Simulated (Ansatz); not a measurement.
# Li2RhN2 (P1) in Ansatz: convergence with n extra bands

Aim: find how far n extra bands must go before the results for Li2RhN2 settle, at PBE. This setting moves, with any that are tied to it; all else stays.

Program: Ansatz 0.2.0. These are calculated values, not measurements. Logs are shortened: lines on timing, memory, paths and dates and some standing lists are left out, and cuts for length are marked.

## (1) The cell of the first run

The typed cell holds 5 atoms: a = 3.221 Å, b = 3.221 Å, c = 5.076 Å, α = 90.00°, β = 90.00°, γ = 120.00°.

The cell comes from a database or a generator and needn't be the stable form of this composition.

The cell isn't the ideal one: atoms moved at random, drawn with an rms of 0.05 Å.

## (2) With n extra bands 1

input.yaml reads:

```yaml
crystal:
  lattice:
    - [3.2214626416, 0.0, 0.0]
    - [-1.6107313208, 2.789868485, 0.0]
    - [0.0, 0.0, 5.0759660458]
  atoms:
    - { symbol: Rh, position: [0.012807, 0.010985, -0.011693] }
    - { symbol: "N", position: [0.345115, 0.688224, 0.208329] }
    - { symbol: "N", position: [0.698223, 0.355577, 0.79642] }
    - { symbol: Li, position: [0.338349, 0.665199, 0.645019] }
    - { symbol: Li, position: [0.659589, 0.343048, 0.362387] }
hamiltonian:
  xc: pbe
  pseudopotentials: { kind: nc, accuracy: standard }
kpoints:
  mp_grid: { grid: [7, 7, 4] }
scf:
  occupations: { method: cold, width: 0.1 }
  n_extra_bands: 1
output:
  forces: true
  stress: true
  eigenvalues: true
```

Potentials or basis: PseudoDojo standard (PBE files).

Started as:

```
$ ansatz run input.yaml --threads 2 --pin off --max-ram 5632MiB --backend cpu --events-out ev --progress --plain --runs-dir out
```

Run time: 14 s. Hardware: 2 threads of Arm Neoverse V2, shared host; peak memory 0.49 GiB.

What came out:

```yaml
Free_energy: -4148.5237 eV
Pressure: -1.2 GPa
Largest_force: 1.025 eV/Å
Band_gap_on_the_k_mesh: none (metal or under the smearing width)
```

## (3) With n extra bands 2

Changes to input.yaml since step 2:

```diff
@@ -18,3 +18,3 @@
   occupations: { method: cold, width: 0.1 }
-  n_extra_bands: 1
+  n_extra_bands: 2
 output:
```

Potentials or basis: PseudoDojo standard (PBE files).

Started as:

```
$ ansatz run input.yaml --threads 2 --pin off --max-ram 5632MiB --backend cpu --events-out ev --progress --plain --runs-dir out
```

Wall time 14 s (2 threads of Arm Neoverse V2, shared host); peak memory 0.5 GiB.

What came out:

```
Free energy            : -4148.5237 eV
Pressure               : -1.2 GPa
Largest force          : 1.025 eV/Å
Band gap on the k mesh : none (metal or under the smearing width)
```

## (4) With n extra bands 4

Changes to input.yaml since step 3:

```diff
@@ -18,3 +18,3 @@
   occupations: { method: cold, width: 0.1 }
-  n_extra_bands: 2
+  n_extra_bands: 4
 output:
```

Started as:

```
$ ansatz run input.yaml --threads 2 --pin off --max-ram 5632MiB --backend cpu --events-out ev --progress --plain --runs-dir out
```

Wall time 15 s (2 threads of Arm Neoverse V2, shared host); peak memory 0.52 GiB.

Results:

- Free energy: -4148.5237 eV
- Pressure: -1.2 GPa
- Largest force: 1.024 eV/Å
- Band gap on the k mesh: none (metal or under the smearing width)

## (5) With n extra bands 8

Changes to input.yaml since step 4:

```diff
@@ -18,3 +18,3 @@
   occupations: { method: cold, width: 0.1 }
-  n_extra_bands: 4
+  n_extra_bands: 8
 output:
```

Started as:

```
$ ansatz run input.yaml --threads 2 --pin off --max-ram 5632MiB --backend cpu --events-out ev --progress --plain --runs-dir out
```

Wall time 17 s (2 threads of Arm Neoverse V2, shared host); peak memory 0.55 GiB.

The run converged. Its results:

```
Free energy            : -4148.5237 eV
Pressure               : -1.2 GPa
Largest force          : 1.024 eV/Å
Band gap on the k mesh : none (metal or under the smearing width)
```

## (6) With n extra bands 16

Changes to input.yaml since step 5:

```diff
@@ -18,3 +18,3 @@
   occupations: { method: cold, width: 0.1 }
-  n_extra_bands: 8
+  n_extra_bands: 16
 output:
```

Potentials or basis: PseudoDojo standard (PBE files).

Started as:

```
$ ansatz run input.yaml --threads 2 --pin off --max-ram 5632MiB --backend cpu --events-out ev --progress --plain --runs-dir out
```

Run time: 24 s. Hardware: 2 threads of Arm Neoverse V2, shared host; peak memory 0.61 GiB.

Results (log left out):

```
Free energy            : -4148.5237 eV
Pressure               : -1.2 GPa
Largest force          : 1.025 eV/Å
Band gap on the k mesh : none (metal or under the smearing width)
```

## (7) With n extra bands 32

Changes to input.yaml since step 6:

```diff
@@ -18,3 +18,3 @@
   occupations: { method: cold, width: 0.1 }
-  n_extra_bands: 16
+  n_extra_bands: 32
 output:
```

Potentials or basis: PseudoDojo standard (PBE files).

Started as:

```
$ ansatz run input.yaml --threads 2 --pin off --max-ram 5632MiB --backend cpu --events-out ev --progress --plain --runs-dir out
```

Log:

```text
Warning: RAYON_NUM_THREADS=2 ignored (pool sized by the plan → 2); use --threads N
scf.n_extra_bands = 32 over 17 filled bands (N_el = 33.0): the run solves 49 bands
Engine: ansatz 0.2.0, aarch64-unknown-linux-gnu
Pseudopotentials: kind: nc
Pseudopotential: Rh, nc, valence charge 17, recommended cutoff 1197.300995 eV (normal), Rh.nc.azcp (PseudoDojo's, or run here from an input of PseudoDojo's; its table is named by hamiltonian.pseudopotentials.accuracy)
Pseudopotential: N, nc, valence charge 5, recommended cutoff 1142.878222 eV (normal), N.nc.azcp (PseudoDojo's, or run here from an input of PseudoDojo's; its table is named by hamiltonian.pseudopotentials.accuracy)
Pseudopotential: Li, nc, valence charge 3, recommended cutoff 1006.821291 eV (normal), Li.nc.azcp (PseudoDojo's, or run here from an input of PseudoDojo's; its table is named by hamiltonian.pseudopotentials.accuracy)
Functional definition: PBE
  parameter kappa = 0.804
  parameter beta = 0.06672455060314922
  exchange = pbe_x(kappa = kappa, mu = beta*pi^2/3)
  correlation = pbe_c(beta = beta)
Crystal: 5 atoms, lattice volume = 45.620 Å³
Basis set: ecut = 1197.300995 eV, 4247 PW (Γ), exchange–correlation on 80×80×120 points (8 copies of the dense FFT grid, shifted against one another)
Bands: 49, of which v1, the nominal top of the filled ones, is band 17 counted from 1 (16 counted from 0)
Symmetry: 1 space group operations
Space group: P1 (ITA 1), of the structure as read, at distance tolerance 3.6e-5 Å
k-points: 99 of 196 (time reversal used)
Non-local potential: Rh, projectors of the file, l = 0: 2, l = 1: 2, l = 2: 2
Non-local potential: N, projectors of the file, l = 0: 2, l = 1: 2
Non-local potential: Li, projectors of the file, l = 0: 2, l = 1: 2
Initial density: superposition of atomic densities (chi_scale 0.1, normalization cell, long waves kept (reshape's long-wave potential 0.01 eV rms))
Initial wavefunctions: pseudopotential atomic-orbital guess
Functional: x = pbe(κ = 0.804, μ = 0.2195149727645171), c = pbe(β = 0.06672455060314922)
SCF iter   1: F=—  HF=-4151.480665 eV  |F-HF|=—  |Δ(HF+E_count)|=         —  Δρ=1.68e-1  dr2=1.76e1  ethr=3.10e-3  ⟨swp⟩=6.5  Hψ=25957  notcnv=0  defer=2007
preconditioner: auto → Kerker (q_TF=auto, 2.585 Å⁻¹)  [metal: Δε(μ)=0.002 eV  Ē_g=26.733 eV  σ=0.100 eV  W_gap=0.02  n_scr=22 (ndim 8)  ℏωp=25.2 eV  f_vac=0.000  D(μ)=6.59/eV (n_scr^D=98)]
SCF iter   2: F=—  HF=-4149.005143 eV  |F-HF|=—  |Δ(HF+E_count)|=    2.48e0  S|Δr|=    0.00e0  Δρ=7.71e-2  dr2=1.95e0  ethr=3.10e-3  ⟨swp⟩=3.8  Hψ=8767  notcnv=0  defer=2394
SCF iter   3: F=—  HF=-4148.690783 eV  |F-HF|=—  |Δ(HF+E_count)|=   3.14e-1  S|Δr|=    0.00e0  Δρ=3.44e-2  dr2=7.01e-1  ethr=3.10e-3  ⟨swp⟩=2.0  Hψ=6436  notcnv=0  defer=2387
SCF iter   4: F=—  HF=-4148.546302 eV  |F-HF|=—  |Δ(HF+E_count)|=   1.44e-1  S|Δr|=    0.00e0  Δρ=1.14e-2  dr2=9.42e-2  ethr=2.12e-3  ⟨swp⟩=2.0  Hψ=3433  notcnv=0  defer=2391
SCF iter   5: F=—  HF=-4148.526137 eV  |F-HF|=—  |Δ(HF+E_count)|=   2.02e-2  S|Δr|=    0.00e0  Δρ=4.93e-3  dr2=1.60e-2  ethr=2.86e-4  ⟨swp⟩=1.5  Hψ=5175  notcnv=0  defer=2367
SCF iter   6: F=—  HF=-4148.523721 eV  |F-HF|=—  |Δ(HF+E_count)|=   2.42e-3  S|Δr|=    0.00e0  Δρ=2.05e-3  dr2=2.04e-3  ethr=4.86e-5  ⟨swp⟩=2.4  Hψ=3681  notcnv=0  defer=2362
SCF iter   7: F=—  HF=-4148.523559 eV  |F-HF|=—  |Δ(HF+E_count)|=   1.62e-4  S|Δr|=    0.00e0  Δρ=5.82e-4  dr2=1.16e-4  ethr=6.17e-6  ⟨swp⟩=1.2  Hψ=2707  notcnv=0  defer=2360
SCF iter   8: F=—  HF=-4148.523608 eV  |F-HF|=—  |Δ(HF+E_count)|=   4.92e-5  S|Δr|=    0.00e0  Δρ=1.52e-4  dr2=1.19e-5  ethr=3.52e-7  ⟨swp⟩=2.6  Hψ=3750  notcnv=0  defer=2360
SCF iter   9: F=—  HF=-4148.523705 eV  |F-HF|=—  |Δ(HF+E_count)|=   9.69e-5  S|Δr|=    0.00e0  Δρ=4.07e-5  dr2=9.23e-7  ethr=3.60e-8  ⟨swp⟩=2.5  Hψ=3786  notcnv=0  defer=2360
SCF iter  10: F=—  HF=-4148.523705 eV  |F-HF|=—  |Δ(HF+E_count)|=   3.73e-7  S|Δr|=    0.00e0  Δρ=1.48e-5  dr2=1.57e-7  ethr=2.80e-9  ⟨swp⟩=2.3  Hψ=3939  notcnv=0  defer=2360
SCF iter  11: F=-4148.523706 eV  HF=-4148.523706 eV  |F-HF|=4.43e-9  |Δ(HF+E_count)|=   6.68e-8  S|Δr|=    0.00e0  Δρ=4.38e-6  dr2=9.36e-9  ethr=3.03e-10  ⟨swp⟩=16.3  Hψ=40486  notcnv=0
SCF 1 converged in 11 iterations: F = -4148.523706 eV  dr2 = 9.36e-9
SCF converged after 11 iterations
Stability not checked: this state was not tested for a lower state beside it, because cold or Methfessel-Paxton smearing, or corrected tetrahedra, fill the levels in a way that the test cannot read (fill_not_monotonic; see scf.lower_state_search)
Free energy (F): -4148.523706 eV
Harris-Foulkes:  -4148.523706 eV  (|F-HF|=4.43e-9)
Internal energy: -4148.528291 eV  (E = F + TS)
E sigma→0 (E₀):  -4148.525234 eV
Entropy (-TS):   0.004586 eV (0.917 meV/atom)
Fermi energy:    10.875557 eV
--- Per-component energies (eV) ---
  E_band       = -367.970457
  E_kinetic    = 1717.327625
  E_local      = -3556.473886  (includes V_loc(G=0)·N_el)
  E_nonlocal   = -106.993791
  E_hartree    = 1153.648895
  E_xc         = -772.645074
  E_vxc        = -729.130400  (∫ρ·V_xc dr)
  E_ewald      = -2583.392060
  E_smearing   = 0.004586  (= −TS)
  E_closure    = -0.000000  (closes the sum)
  Σ components = -4148.523706   (vs F -4148.523706, Δ=0.00e0)
--- Forces (eV/Å), atoms counted from 1 ---
  atom   1  Rh     0.18750244     0.39596990     0.92609063
  atom   2  N      0.04805499    -0.28457118     0.03222057
  atom   3  N     -0.56965531    -0.45265901    -0.46133612
  atom   4  Li     0.11883572     0.26561172    -0.04179840
  atom   5  Li     0.21525832     0.07564442    -0.45515466
  max |Σ_I F_I| component: 2.20e-5 eV/Å
--- Stress (GPa, compression-positive) ---
       -1.565688      -0.581453       1.162251
       -0.581453      -1.397350       0.154456
        1.162251       0.154456      -0.678901
  P = ⅓ Tr σ = -1.2140 GPa (-12.140 kbar)
--- Band table (eV; the first three rows and the last of 99) ---
  k-point 0: bands = ["-68.1362", "-35.9994", "-35.9913", "-35.9585", "-34.0728", "-33.8489", "-4.2586", "-2.1256", "4.8111", "5.3029", "5.3846", "8.6155", "8.6583", "10.0324", "10.0539", "10.1720", "10.5728", "13.8470", "14.0696", "15.5358", "18.5977", "20.1401", "21.9759", "22.2410", "23.8901", "24.1863", "25.9355", "28.3298", "30.0920", "30.1877", "30.2960", "30.3815", "32.9348", "33.3230", "36.6074", "36.7467", "38.0295", "38.6701", "38.8459", "39.5730", "41.6925", "41.9101", "43.8753", "43.8792", "44.2093", "45.9618", "46.2079", "49.0897", "50.0178"]
  k-point 1: bands = ["-68.1362", "-35.9997", "-35.9914", "-35.9585", "-34.0704", "-33.8507", "-4.2280", "-2.2177", "5.1966", "5.3182", "5.4068", "8.6054", "8.6456", "9.2056", "9.9570", "10.0471", "10.9534", "13.9900", "14.2177", "16.0864", "18.2246", "19.4470", "21.9690", "22.0521", "24.0709", "24.1259", "27.0396", "28.7708", "28.9419", "29.1035", "32.1963", "32.4006", "32.6676", "33.8945", "35.2027", "35.3139", "37.3071", "37.9896", "38.2630", "39.5372", "41.7630", "42.6788", "42.9213", "43.3568", "43.5905", "48.3985", "48.7960", "48.9274", "50.0374"]
  k-point 2: bands = ["-68.1362", "-36.0001", "-35.9915", "-35.9585", "-34.0680", "-33.8527", "-4.1953", "-2.3092", "5.3285", "5.4089", "5.7297", "8.4330", "8.5962", "8.6419", "9.8796", "9.9566", "11.1276", "14.1320", "14.3680", "16.8445", "17.8682", "18.5987", "21.7862", "21.9982", "24.0714", "24.3179", "28.4312", "28.6878", "28.7355", "28.8536", "32.4958", "33.5796", "33.9668", "34.4781", "34.8746", "35.1071", "35.8603", "36.0313", "36.5984", "39.4997", "40.2317", "43.0174", "43.1671", "44.0966", "44.6376", "48.6648", "49.7608", "50.0522", "50.3754"]
  k-point 98: bands = ["-68.1302", "-36.0445", "-36.0132", "-35.9809", "-34.0438", "-33.8619", "-3.2334", "-2.5339", "5.2127", "5.7017", "6.2028", "6.7345", "7.5286", "9.1957", "9.7034", "10.0254", "11.0155", "12.8593", "13.5596", "16.9545", "19.4144", "21.1448", "22.0282", "22.7735", "22.9079", "24.4154", "26.9546", "28.1389", "29.0012", "29.2390", "31.6181", "32.3201", "33.4921", "35.1901", "35.9818", "36.6938", "38.7266", "39.6263", "40.9327", "41.5901", "42.2502", "42.8411", "43.7509", "44.0404", "45.3057", "46.3527", "47.2676", "48.2729", "48.9900"]
```

It took 29 s on 2 threads of Arm Neoverse V2, shared host; peak memory 0.74 GiB.

Results:

| Item | Value |
| --- | --- |
| Free energy | -4148.5237 eV |
| Pressure | -1.2 GPa |
| Largest force | 1.024 eV/Å |
| Band gap on the k mesh | none (metal or under the smearing width) |

## (8) Result

```csv
n extra bands,"energy less the tightest run, at zero smearing (meV/atom)",SCF cycles,CPU time (s),peak memory (GiB)
1,0.00,11,27,0.49
2,0.00,11,27,0.5
4,0.00,11,30,0.52
8,0.00,11,34,0.55
16,0.00,11,47,0.61
32,0.00,11,58,0.74
```

Against the tightest run, the energy stays within 1 meV/atom from 1 on. The tightest run that finished is the yardstick and may itself not be fully converged.
